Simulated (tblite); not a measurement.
# C5H11ClGe2: the cost of one run

Computed with tblite 0.8.0 and PySCF 2.14.0, with density-fitted response routines of our own, on a single molecule in the gas phase. Atoms are numbered from 0 throughout.

**1. Starting geometry**

19 atoms, charge 0, multiplicity 1; geometry from: force field or distance geometry start.

Bonds of the start (Å): C0–C1 1.21, C1–Ge2 1.88, Ge2–Ge3 2.40, Ge3–C4 1.94, C4–C5 1.52, Ge3–C6 1.95, C6–Cl7 1.78, C0–H8 1.06, Ge2–H9 1.54, Ge2–H10 1.55, Ge3–H11 1.55, C4–H12 1.11, C4–H13 1.10, C5–H14 1.12, C5–H15 1.12, C5–H16 1.12, C6–H17 1.11, C6–H18 1.11.

**2. Relaxing the molecule with GFN2-xTB**

Job settings and geometry (Å):

```
{"job": {"kind": "relax", "xc": "GFN2-xTB", "basis": "xTB"}, "charge": 0, "multiplicity": 1}
C      2.609000     1.256800     1.726900
C      2.325000     0.621500     0.735400
Ge     1.906600    -0.396400    -0.793200
Ge    -0.412200    -1.005100    -0.705400
C     -1.539300     0.546400    -1.006000
C     -1.288700     1.624200     0.029000
C     -0.798700    -1.765100     1.048700
Cl     0.149900    -3.253700     1.281200
H      2.842300     1.821000     2.592100
H      2.766000    -1.674100    -0.827400
H      2.148600     0.454600    -2.069500
H     -0.707500    -2.075600    -1.787100
H     -1.323700     0.952200    -2.014400
H     -2.598600     0.234700    -0.977100
H     -1.950900     2.502000    -0.159700
H     -1.500200     1.234900     1.060700
H     -0.228100     1.970900    -0.014800
H     -0.526900    -1.042400     1.840300
H     -1.882300    -1.997600     1.127900
```

On the command line:

```
> OMP_NUM_THREADS=1 python probes_run.py task.json out
```

One launch serves the whole session: the jobs run in the order shown.

**Question.** How long does this first job take on 1 thread of Arm Neoverse N1, shared host?

About 2.5 s.
